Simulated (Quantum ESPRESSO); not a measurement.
A calculation with Quantum ESPRESSO 7.5 of Y2Ge3 (native input, structure typed inline):

File pw.in:

```
&CONTROL
  calculation = 'scf'
  prefix = 'pwscf'
  outdir = './tmp'
  pseudo_dir = './pseudo'
  tprnfor = .true.
  tstress = .true.
  disk_io = 'nowf'
/
&SYSTEM
  ibrav = 0
  nat = 5
  ntyp = 2
  ecutwfc = 55
  ecutrho = 440
  nbnd = 43
  occupations = 'smearing'
  smearing = 'fd'
  degauss = 0.00367493
/
&ELECTRONS
  conv_thr = 1d-09
  electron_maxstep = 120
  mixing_beta = 0.5
/
ATOMIC_SPECIES
Y     88.9058 Y_pbe_v1.uspp.F.UPF
Ge    72.6300 ge_pbe_v1.4.uspp.F.UPF
CELL_PARAMETERS angstrom
   4.3924264328    0.0000000000    0.0000000000
  -2.1962132164    3.8039528751    0.0000000000
   0.0000000000    0.0000000000    7.1072950000
ATOMIC_POSITIONS crystal
Y      0.0000000000    0.0000000000    0.2700710000
Y      0.0000000000    0.0000000000    0.7299290000
Ge     0.6666666667    0.3333333333    0.0000000000
Ge     0.6666666667    0.3333333333    0.5000000000
Ge     0.3333333333    0.6666666667    0.0000000000
K_POINTS automatic
7 7 4 0 0 0
```

Potentials or basis: SSSP 1.3 efficiency PBE.

The run is started by

```console
$ OMP_NUM_THREADS=1 pw.x -in pw.in > pw.out
```

The cell comes from a database or a generator and needn't be the stable form of this composition.

Problem. Write the same calculation in another form: ASE script, structure from a P1 CIF.

Solution. As run:

File run.py:

```python
import numpy as np
from ase.calculators.espresso import Espresso, EspressoProfile
from ase.io import read

atoms = read('Y2Ge3.cif')

input_data = {
    'control': {'calculation': 'scf', 'prefix': 'pwscf', 'outdir': './tmp', 'tprnfor': True, 'tstress': True, 'disk_io': 'nowf'},
    'system': {'ecutwfc': 55.0, 'ecutrho': 440.0, 'nbnd': 43, 'occupations': 'smearing', 'smearing': 'fd', 'degauss': 0.00367493},
    'electrons': {'conv_thr': 1e-09, 'electron_maxstep': 120, 'mixing_beta': 0.5},
}
pseudopotentials = {'Ge': 'ge_pbe_v1.4.uspp.F.UPF', 'Y': 'Y_pbe_v1.uspp.F.UPF'}
profile = EspressoProfile(command='pw.x', pseudo_dir='pseudo')
dft = Espresso(profile=profile, input_data=input_data, pseudopotentials=pseudopotentials, kpts=(7, 7, 4), koffset=(0, 0, 0))
atoms.calc = dft

print(f'energy {atoms.get_potential_energy():.8f} eV')
print('forces (eV/A)')
print(np.round(atoms.get_forces(), 6))
print('stress (eV/A^3, Voigt)')
print(np.round(atoms.get_stress(), 8))
print(f'Fermi level {dft.get_fermi_level():.4f} eV')
```

The input Y2Ge3.cif:

```cif
data_Y2Ge3
_cell_length_a 4.39242643
_cell_length_b 4.39242643
_cell_length_c 7.10729500
_cell_angle_alpha 90.00000000
_cell_angle_beta 90.00000000
_cell_angle_gamma 120.00000000
_space_group_name_H-M_alt 'P1'
_space_group_name_Hall 'P 1'
_space_group_IT_number 1
loop_
_space_group_symop_operation_xyz
'x,y,z'
loop_
_atom_site_label
_atom_site_type_symbol
_atom_site_symmetry_multiplicity
_atom_site_Wyckoff_symbol
_atom_site_fract_x
_atom_site_fract_y
_atom_site_fract_z
_atom_site_occupancy
Y1 Y 1 a 0.0000000000 0.0000000000 0.2700710000 1
Y2 Y 1 a 0.0000000000 0.0000000000 0.7299290000 1
Ge1 Ge 1 a 0.6666666667 0.3333333333 0.0000000000 1
Ge2 Ge 1 a 0.6666666667 0.3333333333 0.5000000000 1
Ge3 Ge 1 a 0.3333333333 0.6666666667 0.0000000000 1
```

Potentials or basis: SSSP 1.3 efficiency PBE.

Command:

```sh
$ OMP_NUM_THREADS=1 python run.py
```

Both were run:

|  | native input, structure typed inline | ASE script, structure from a P1 CIF |
| --- | --- | --- |
| Pressure | 0.3 GPa | 0.3 GPa |
| Largest force | 0.151 eV/Å | 0.151 eV/Å |
| Band gap on the k mesh | none (metal or under the smearing width) | none (metal or under the smearing width) |

Keys that steer only the numerical path or the files written may differ.
